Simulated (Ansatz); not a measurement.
# CuHO+ (doublet): the correlation ladder, def2-TZVPP

One table from this session's results is given with a row withheld; the runs are named, their logs left out.

Method: def2-TZVPP, core rule «outside noble gas», up to 10 orbitals frozen; program: Ansatz 0.2.0, Gaussian basis.

To be run: UHF; ROHF; CCSD(T) on UHF.

### What is computed

The geometry is a PBE0/def2-TZVP stationary point (not a proven minimum).

3 atoms, charge 1, spin multiplicity 2.

Atoms are counted from 1 here; the program's logs count them from 0.

Bond lengths: Cu1–O2 1.807 Å, O2–H3 0.976 Å. Angles: Cu1–O2–H3 124.7°.

Set-up of the first run:

in.yaml

```yaml
crystal:
  periodic: [false, false, false]
  atoms:
    - {symbol: Cu, position_ang: [0.000000, 0.015158, 0.388300]}
    - {symbol: O, position_ang: [0.000000, -0.102005, -1.414914]}
    - {symbol: H, position_ang: [0.000000, 0.663520, -2.021070]}
basis:
  gaussian: {orbitals: def2-TZVPP}
total_charge: 1
magnetization: {spin_polarized: true, initial_magnetization: 1}
hamiltonian: {xc: hf}
output: {orbitals: {seedname: orbitals}}
```

Run with:

```bash
$ ansatz run in.yaml --threads 1 --pin off --events-out ev --progress --plain --max-ram 4096MiB --backend cpu
```

Among the steps run: UHF; ROHF; CCSD(T) on UHF.

One of the session's tables, all rows but one given; the rest of the session is left out.

| method | from UCCSD(T) (meV) |
| --- | --- |
| ROHF | +17811.9 |
| UHF | +17666.1 |
| UMP2 | ? |
| UCCSD | +612.1 |
| UCCSD(T) | 0 |

**Question.** Estimate the row for UMP2.

**Answer.** from UCCSD(T) (meV): -638.4. In the column «from UCCSD(T) (meV)» it is the lowest.
